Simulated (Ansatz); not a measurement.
# LaSi2: the cost of one run

Method: DFT PBEsol, scalar-relativistic, plane waves, PAW, in Ansatz 0.2.0.

### 1 The starting structure

The structure is tetragonal, space group I4/mmm (No. 139). The conventional cell has a = 3.402 Å, b = 3.402 Å, c = 10.546 Å, α = 90.00°, β = 90.00°, γ = 90.00°. La (site symmetry 4/mmm) has 10 Si at 3.07 to 3.26 Å and 4 La at 3.40 Å as nearest neighbours. Si (site symmetry 4mm) is surrounded by 8 Si at 2.56 to 3.40 Å and 5 La at 3.07 to 3.26 Å.

As a file:

```xyz
3
Lattice="-1.7012 1.7012 5.2731 1.7012 -1.7012 5.2731 1.7012 1.7012 -5.2731" Properties=species:S:1:pos:R:3 pbc="T T T"
La    0.0000    0.0000    0.0000
Si    0.0000    0.0000    3.0741
Si    0.0000    0.0000    7.4721
```

An earlier run at PBEsol left this cell at 20.348 Å³/atom and 0.00 GPa (12×12×12 mesh).

The changes: atom 2 (Si) moved 0.2 Å along z; strain e6 = +0.02, atoms carried along.

### 2 Atom 2 (Si) moved 0.2 Å along z

Input file input.yaml:

```yaml
crystal:
  lattice:
    - [-1.7012113571, 1.7012113571, 5.2730868524]
    - [1.7012113571, -1.7012113571, 5.2730868524]
    - [1.7012113571, 1.7012113571, -5.2730868524]
  atoms:
    - { symbol: La, position: [0.0, 0.0, 0.0] }
    - { symbol: Si, position: [0.3104550765, 0.3104550765, 0.0] }
    - { symbol: Si, position: [0.7085091475, 0.7085091475, 0.0] }
basis:
  ecutwfc: 420
  ecutrho_ratio: 4
kpoints:
  mp_grid: { grid: [12, 12, 12] }
hamiltonian:
  xc: pbesol
scf:
  occupations: { method: gaussian, width: 0.05 }
output:
  forces: true
  stress: true
  eigenvalues: true
```

What time and memory should one allow on 4 threads of an x86-64 CPU, shared host?

About 1.9 s, with a peak of 0.55 GiB.
